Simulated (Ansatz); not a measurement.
Which YAML input does this script hand to the engine? (Ansatz 0.2.0 through its Python package)

`ch6alnse.py`:
```python
'''Minimum-energy structure of CH6AlNSe.'''

import ansatz as az
import numpy as np

config = {
    'basis': 'def2-SVP',
    'functional': 'r2scan',
}


def main() -> None:
    system = (
        az.Crystal.molecule()
        .atom('N', (-0.8217, 1.2654, 0.5616))
        .atom('C', (-0.094, 0.2368, 1.1572))
        .atom('Se', (-0.8, -1.4945, 0.5614))
        .atom('Al', (0.4871, -1.4494, -1.5312))
        .atom('H', (-0.6474, 1.3277, -0.4891))
        .atom('H', (-0.5308, 2.2314, 0.9468))
        .atom('H', (-0.1682, 0.2957, 2.2664))
        .atom('H', (1.0253, 0.3637, 0.8962))
        .atom('H', (-0.2628, -0.7782, -2.7683))
        .atom('H', (1.8957, -2.0499, -1.5981))
    )

    base = (
        system.calculation()
        .basis(gaussian=config['basis'])
        .functional(config['functional'])
    )
    symbols = [site.symbol for site in system.cartesian_sites]
    start = np.array([site.position_ang for site in system.cartesian_sites], dtype=float)
    def progress(event):
        if event['event'] == 'relax_step':
            row = event['data']
            print(f'step {row["step"]:3d}  E = {row["lagrangian_ev"]:.6f} eV  max force {row["allowed_force_max_ev_ang"]:.4f} eV/A')


    r = base.relax(force_tolerance=0.005).session().plan().execute(on_event=progress).report
    end = np.array(r['positions_ang'])

    for key in ('converged', 'free_energy_ev', 'reference_energy_ev', 'n_frozen', 'n_occupied', 'n_virtual'):
        print(f'{key:22s} {r[key]}')

    print('bond        before    after (A)')
    for i, j in [(0, 1), (0, 4), (0, 5), (1, 2), (1, 6), (1, 7), (2, 3), (3, 8), (3, 9)]:
        d0, d1 = (np.linalg.norm(xyz[i] - xyz[j]) for xyz in (start, end))
        print(f'{symbols[i]}{i}-{symbols[j]}{j}'.ljust(10), f'{d0:8.4f} {d1:8.4f}')


if __name__ == '__main__':
    main()
```

```console
$ python ch6alnse.py
step   1  E = -74556.441954 eV  max force 3.5980 eV/A
step   2  E = -74556.794617 eV  max force 0.9658 eV/A
step   3  E = -74556.829842 eV  max force 0.1891 eV/A
step   4  E = -74556.836982 eV  max force 0.1407 eV/A
step   5  E = -74556.841508 eV  max force 0.1791 eV/A
step   6  E = -74556.843801 eV  max force 0.1311 eV/A
step   7  E = -74556.846265 eV  max force 0.0871 eV/A
step   8  E = -74556.851161 eV  max force 0.2847 eV/A
step   9  E = -74556.862670 eV  max force 0.5556 eV/A
step  10  E = -74556.901899 eV  max force 0.5245 eV/A
step  11  E = -74556.970894 eV  max force 0.4052 eV/A
step  12  E = -74557.029418 eV  max force 0.4335 eV/A
step  13  E = -74557.118735 eV  max force 0.3132 eV/A
step  14  E = -74557.192881 eV  max force 0.2194 eV/A
step  15  E = -74557.248068 eV  max force 0.1629 eV/A
step  16  E = -74557.284176 eV  max force 0.0819 eV/A
step  17  E = -74557.289975 eV  max force 0.3224 eV/A
step  18  E = -74557.294691 eV  max force 0.0317 eV/A
step  19  E = -74557.294734 eV  max force 0.0152 eV/A
step  20  E = -74557.294740 eV  max force 0.0081 eV/A
step  21  E = -74557.294753 eV  max force 0.0038 eV/A
converged              True
free_energy_ev         -74557.29476466644
reference_energy_ev    -74557.29476466644
n_frozen               0
n_occupied             [33, 33]
n_virtual              [75, 75]
bond        before    after (A)
N0-C1        1.3937   1.4209
N0-H4        1.0669   1.0165
N0-H5        1.0799   1.0164
C1-Se2       1.9623   2.0318
C1-H6        1.1132   1.0987
C1-H7        1.1563   1.1049
Se2-Al3      2.4572   2.2959
Al3-H8       1.5948   1.5924
Al3-H9       1.5327   1.5854
```

`input.yaml`:
```yaml
crystal:
  periodic: [false, false, false]
  atoms:
    - { symbol: "N", position_ang: [-0.8217, 1.2654, 0.5616] }
    - { symbol: C, position_ang: [-0.094, 0.2368, 1.1572] }
    - { symbol: Se, position_ang: [-0.8, -1.4945, 0.5614] }
    - { symbol: Al, position_ang: [0.4871, -1.4494, -1.5312] }
    - { symbol: H, position_ang: [-0.6474, 1.3277, -0.4891] }
    - { symbol: H, position_ang: [-0.5308, 2.2314, 0.9468] }
    - { symbol: H, position_ang: [-0.1682, 0.2957, 2.2664] }
    - { symbol: H, position_ang: [1.0253, 0.3637, 0.8962] }
    - { symbol: H, position_ang: [-0.2628, -0.7782, -2.7683] }
    - { symbol: H, position_ang: [1.8957, -2.0499, -1.5981] }
basis:
  gaussian:
    orbitals: def2-SVP
hamiltonian:
  xc: r2scan
relax:
  f_tol: 0.005
```

What to keep in mind:
- Total energies depend on the basis set; only differences at equal settings carry meaning.
- The end point is the stationary point reached from this start; no frequency run checks that it is a minimum, and the basis set is modest.
- It ran for 3.3 min on 1 thread of Arm Neoverse V2, on a shared host, peak memory 0.24 GiB.

(Lines on the test bed's own set-up are left out of the output.)
